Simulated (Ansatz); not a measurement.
# H3NOSn: the cost of one run

Method: RKS revPBE/def2-SVP, in Ansatz 0.2.0.

## Step 1: Starting point

Bond lengths: N1–Sn2 1.998 Å, Sn2–O3 1.959 Å, N1–H4 1.098 Å, N1–H5 1.073 Å, O3–H6 0.988 Å. Angles: N1–Sn2–O3 108.9°, Sn2–N1–H4 107.5°, Sn2–N1–H5 109.2°, H4–N1–H5 103.8°, Sn2–O3–H6 107.2°.

Coordinates:

```xyz
6

N    -0.9875   -0.2306   -0.9053
Sn    0.2815   -1.2890    0.2173
O     1.5647   -0.0659    1.0510
H    -0.3891    0.3661   -1.6063
H    -1.4715    0.5049   -0.2925
H     1.0440    0.6504    1.4897
```

## Step 2: Relaxing end A

input.yaml reads:

```yaml
crystal:
  periodic: [false, false, false]
  atoms:
    - { symbol: "N", position_ang: [-0.9875, -0.2306, -0.9053] }
    - { symbol: Sn, position_ang: [0.2815, -1.289, 0.2173] }
    - { symbol: O, position_ang: [1.5647, -0.0659, 1.051] }
    - { symbol: H, position_ang: [-0.3891, 0.3661, -1.6063] }
    - { symbol: H, position_ang: [-1.4715, 0.5049, -0.2925] }
    - { symbol: H, position_ang: [1.044, 0.6504, 1.4897] }
basis:
  gaussian: { orbitals: def2-SVP }
hamiltonian:
  xc: revpbe
relax:
  f_tol: 0.015
  max_steps: 40
output:
  orbitals: {}
```

Run with:

```bash
ansatz run input.yaml --threads 1 --pin off --max-ram 2048MiB --backend cpu --events-out ev --progress --plain --runs-dir out
```

Q: Estimate wall time and peak memory on 1 thread of an Arm CPU, shared host.

About 29 s, with a peak of 0.13 GiB.
